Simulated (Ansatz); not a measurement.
**Ba (bcc type): how the settings move a single-point run**

Aim: see which settings change the result for Ba (bcc type), by how much, and at what cost.

Computed with Ansatz 0.2.0 (reference: DFT, PBEsol, all-electron PAW with datasets made for the crystal, scalar-relativistic, unless a step's input says otherwise).

## 1. The system as given

The structure is cubic, space group Im-3m (No. 229). The conventional cell has a = 4.528 Å, b = 4.528 Å, c = 4.528 Å, α = 90.00°, β = 90.00°, γ = 90.00°. Ba (site symmetry m-3m) has 8 Ba at 3.92 Å in its first shell of neighbours.

Structure file:

```xyz
1
Lattice="-2.2639 2.2639 2.2639 2.2639 -2.2639 2.2639 2.2639 2.2639 -2.2639" Properties=species:S:1:pos:R:3 pbc="T T T"
Ba    0.0000    0.0000    0.0000
```

## 2. Reference

Input file input.yaml:

```yaml
crystal:
  lattice:
    - [-2.2638975219, 2.2638975219, 2.2638975219]
    - [2.2638975219, -2.2638975219, 2.2638975219]
    - [2.2638975219, 2.2638975219, -2.2638975219]
  atoms:
    - { symbol: Ba, position: [0.0, 0.0, 0.0] }
kpoints:
  mp_grid: { grid: [11, 11, 11] }
scf:
  occupations: { method: fermi_dirac, width: 0.08 }
hamiltonian:
  xc: pbesol
  pseudopotentials: { kind: all_electron, datasets: crystal }
output:
  forces: true
  stress: true
  eigenvalues: true
```

Started as:

```sh
ansatz run input.yaml --threads 1 --pin off --max-ram 2048MiB --backend cpu --events-out ev --progress --plain --runs-dir out
```

## 3. Changing settings: occupations.method tetrahedron_uncorrected, xc_grid 4, width left out

Changes to input.yaml since step 2:

```diff
@@ -10,3 +10,3 @@
 scf:
-  occupations: { method: fermi_dirac, width: 0.08 }
+  occupations: { method: tetrahedron_uncorrected }
 hamiltonian:
@@ -18 +18,3 @@
   eigenvalues: true
+basis:
+  xc_grid: 4
```

What does the calculation give? Wanted: for each run, ending; energy change; pressure; gap; force.

As calculated:

```csv
run,ending,energy change,pressure (GPa),gap (eV),force (eV/Å),cycles,time
reference,converged,0,2.8,0.00,0.00,8,4.8 s
"1: occupations.method tetrahedron_uncorrected, xc_grid 4, width left out",converged,+14.6 meV/atom (σ→0),2.8,0.00,0.00,8,4.1 s
```

Residual by cycle in the longest SCF loop of each run; runs are numbered as in the table. The quantity is the density residual dr2, in eV.

```csv
cycle,reference,run 1
1,0.0423,0.0417
2,0.0167,0.0167
3,3.1e-4,3.0e-4
4,1.2e-4,1.2e-4
5,5.0e-6,5.1e-6
6,1.1e-6,9.6e-7
7,6.2e-8,1.3e-8
8,1.0e-8,4.5e-10
```

Changing the smearing and numerical grids moves the energy by +14.6 meV/atom (σ→0 values).
